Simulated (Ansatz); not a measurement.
**C3H4OSi: up Jacob's ladder to CCSD(T)**

The task here is to estimate one member of a computed series from the others.

Computed with Ansatz 0.2.0, Gaussian basis. Level: functionals in def2-TZVPP, the program's frozen cores in correlated methods.

Plan: LDA (SPW92), PBE-D4, revPBE-D4, BLYP-D4, r2SCAN-D4, B97M-V, PBE0-D4, B3LYP-D4, r2SCANh-D4, r2SCAN0-D4, HSE06-D4, BHLYP-D4, CAM-B3LYP-D4, LC-ωPBE, ωB97X-V, ωB97M-V, B2PLYP, PBE-QIDH; CCSD(T)/def2-SVP; CCSD(T)/def2-TZVPP; MP2/def2-QZVPP; extrapolation to the limit; RPA on PBE.

### Structure used throughout

All runs share one geometry, relaxed beforehand with PBE0-D4 in a triple-zeta def2 set.

9 atoms, charge 0, spin multiplicity 1.

Atoms are counted from 1 here; the program's logs count them from 0.

Bond lengths: C1–C2 1.303 Å, C1–H6 1.086 Å, C1–H7 1.086 Å, C2–C3 1.289 Å, C3–O4 1.425 Å, C3–Si5 1.775 Å, O4–Si5 1.682 Å, Si5–H8 1.477 Å, Si5–H9 1.477 Å. Angles: C2–C1–H6 121.5°, C2–C1–H7 121.4°, H6–C1–H7 117.1°, C1–C2–C3 177.2°, C2–C3–O4 131.8°, C2–C3–Si5 165.9°, O4–C3–Si5 62.3°, C3–O4–Si5 69.1°, C3–Si5–O4 48.6°, C3–Si5–H8 122.2°, C3–Si5–H9 122.2°, O4–Si5–H8 116.8°, O4–Si5–H9 116.8°, H8–Si5–H9 113.4°.

The first run:

in.yaml

```yaml
crystal:
  periodic: [false, false, false]
  atoms:
    - {symbol: C, position_ang: [0.971154, 1.565532, -1.375928]}
    - {symbol: C, position_ang: [0.341296, 0.679565, -0.657546]}
    - {symbol: C, position_ang: [-0.231625, -0.200397, 0.089244]}
    - {symbol: O, position_ang: [-1.517253, -0.811963, 0.021449]}
    - {symbol: Si, position_ang: [-0.646096, -1.391827, 1.338454]}
    - {symbol: H, position_ang: [0.890114, 2.628194, -1.164845]}
    - {symbol: H, position_ang: [1.592520, 1.274206, -2.218204]}
    - {symbol: H, position_ang: [-0.189942, -2.795355, 1.270826]}
    - {symbol: H, position_ang: [-1.121668, -0.994254, 2.679451]}
basis:
  gaussian: {orbitals: def2-TZVPP}
hamiltonian: {xc: lda}
output: {orbitals: {seedname: orbitals}}
```

Run with:

```console
> ansatz run in.yaml --threads 2 --pin off --events-out ev --progress --plain --max-ram 4352MiB
```

Steps of the session up to this table: LDA; PBE-D4 (GGA); revPBE-D4 (GGA); BLYP-D4 (GGA); r2SCAN-D4 (meta-GGA); B97M-V (meta-GGA); B3LYP-D4 (hybrid); r2SCANh-D4 (hybrid); r2SCAN0-D4 (hybrid); HSE06-D4 (hybrid); BHLYP-D4 (hybrid); CAM-B3LYP-D4 (range-separated); LC-ωPBE (range-separated); ωB97X-V (range-separated); ωB97M-V (range-separated); B2PLYP (double hybrid); PBE-QIDH (double hybrid).

One table of the session follows, with a row left open; its other results are not shown here.

It belongs to the step «Orbital energies across the functionals». 

| functional | HOMO (eV) | gap (eV) |
| --- | --- | --- |
| LDA (SPW92) | -5.77 | 3.64 |
| PBE-D4 | -5.60 | 3.69 |
| revPBE-D4 | -5.54 | 3.71 |
| BLYP-D4 | -5.45 | 3.67 |
| r2SCAN-D4 | -5.79 | 4.14 |
| B97M-V | -5.85 | 4.12 |
| PBE0-D4 | -6.79 | 5.74 |
| B3LYP-D4 | -6.57 | 5.29 |
| r2SCANh-D4 | -6.25 | 4.90 |
| r2SCAN0-D4 | ? | ? |
| HSE06-D4 | -6.39 | 4.96 |
| BHLYP-D4 | -7.85 | 7.69 |
| CAM-B3LYP-D4 | -8.10 | 8.07 |
| LC-ωPBE | -9.44 | 10.57 |
| ωB97X-V | -9.08 | 10.10 |
| ωB97M-V | -8.99 | 9.74 |

Estimate the missing values for r2SCAN0-D4.

Worked estimate for «HOMO (eV)». Against the share of exact exchange, r2SCAN-D4 (0, -5.79), r2SCANh-D4 (0.1, -6.25) give a slope of -4.60 per unit share; at 0.25 the line stands at -6.94.

**Answer.** HOMO (eV): -6.93; gap (eV): 6.03. In «HOMO (eV)» the line misses by -0.01.
